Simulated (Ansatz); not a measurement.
# TiAl: a line through a two-coordinate scan

An exercise on one series of results from a longer session: the logs are not shown, and one member is left open.

Computed with Ansatz 0.2.0 (DFT PBEsol, scalar-relativistic, plane waves, PAW, unless a step's input says otherwise).

16 further runs of the same task are left out: 16 set aside as unsound or not needed.

### The starting structure

The structure is tetragonal, space group P4/mmm (No. 123). Conventional cell: a = 2.795 Å, b = 2.795 Å, c = 4.038 Å, α = 90.00°, β = 90.00°, γ = 90.00°. Ti (site symmetry 4/mmm) has 4 Ti at 2.79 Å and 8 Al at 2.83 Å as nearest neighbours. Al (site symmetry 4/mmm) has 4 Al at 2.79 Å and 8 Ti at 2.83 Å as nearest neighbours.

As a file:

```cif
data_structure
_symmetry_space_group_name_H-M 'P 1'
_symmetry_Int_Tables_number 1
_cell_length_a 2.7947
_cell_length_b 2.7947
_cell_length_c 4.0384
_cell_angle_alpha 90.000
_cell_angle_beta 90.000
_cell_angle_gamma 90.000
_cell_volume 31.54
loop_
_atom_site_label
_atom_site_type_symbol
_atom_site_fract_x
_atom_site_fract_y
_atom_site_fract_z
_atom_site_occupancy
Ti1 Ti 0.00000 0.00000 0.00000 1
Al1 Al 0.50000 0.50000 0.50000 1
```

It is the result of an earlier relaxation at this level (volume 15.77 Å³/atom; gap on the mesh: none (metal)).

### The scan

The energy is mapped over volume and the cell's shape.

The axes are (1) volume per atom: 7 values from 13.88 to 17.66 Å³; (2) c/a of the conventional cell: 7 values from 1.281 to 1.630.

Nothing else is relaxed (symmetry fixes all fractional coordinates). Energies count from the relaxed crystal. Points are written as (first, second).

The first run:

The input, input.yaml:

```yaml
crystal:
  lattice:
    - [2.5726601981, 0.0, 0.0]
    - [0.0, 2.5726601981, 0.0]
    - [0.0, 0.0, 4.1939506549]
  atoms:
    - { symbol: Ti, position: [0.0, 0.0, 0.0] }
    - { symbol: Al, position: [0.5, 0.5, 0.5] }
basis:
  ecutwfc: 520.0
kpoints:
  mp_grid: { grid: [18, 18, 12] }
hamiltonian:
  xc: pbesol
  pseudopotentials: { kind: paw, azcp: { folder: soft_1 } }
scf:
  occupations: { method: gaussian, width: 0.15 }
output:
  forces: true
  stress: true
  eigenvalues: true
```

On the command line:

```console
ansatz run input.yaml --threads 1 --pin off --max-ram 2048MiB --backend cpu --events-out ev --progress --plain --runs-dir out
```

Steps of the session up to this table: Point (13.88 Å³, 1.630); The run at (14.51 Å³, 1.630); Point (15.77 Å³, 1.630); Point (16.40 Å³, 1.630); The run at (17.03 Å³, 1.630); Grid point (17.66 Å³, 1.630).

One table of the session follows, with a row left open; its other results are not shown here.

| volume per atom (Å³) | energy (meV/atom) | slope (meV/atom per Å³) | pressure (GPa) |
| --- | --- | --- | --- |
| 13.88 | 149 | −122 | 19.5 |
| 14.51 | 88 | −73 | 11.7 |
| 15.14 | 55 | −33 | 5.4 |
| 15.77 | ? | ? | ? |
| 16.40 | 53 | 26 | −4.2 |
| 17.03 | 77 | 48 | −7.7 |
| 17.66 | 113 | 66 | −10.6 |

**Question.** Estimate the row for volume per atom (Å³) = 15.77.

Worked estimate for «energy (meV/atom)». A straight line through the neighbours (15.14, 55) and (16.40, 53) gives 55 + (53 − 55) × (15.77 − 15.14) / (16.40 − 15.14) = 54; a parabola fitted to 4 rows on both sides gives 45.

As computed: energy (meV/atom): 45; slope (meV/atom per Å³): −1; pressure (GPa): 0.1. In «energy (meV/atom)» the line misses by +9 and the parabola by +0.

Energies count from the relaxed crystal. Rows without a step come from runs not printed here or follow by symmetry.

In words: The lowest point of the line is at 15.77 Å³, 45 meV/atom from the zero. V·d²E/dV² there is about 120 GPa, a bulk modulus under this line's constraint. The well is lopsided: two grid steps out, the energy rises by 44 meV/atom towards smaller values and 32 meV/atom towards larger ones. The highest point computed, at 13.88 Å³, lies 104 meV/atom above the lowest.

Limits of these values: Warnings in the runs' records: pseudo functional mismatch.
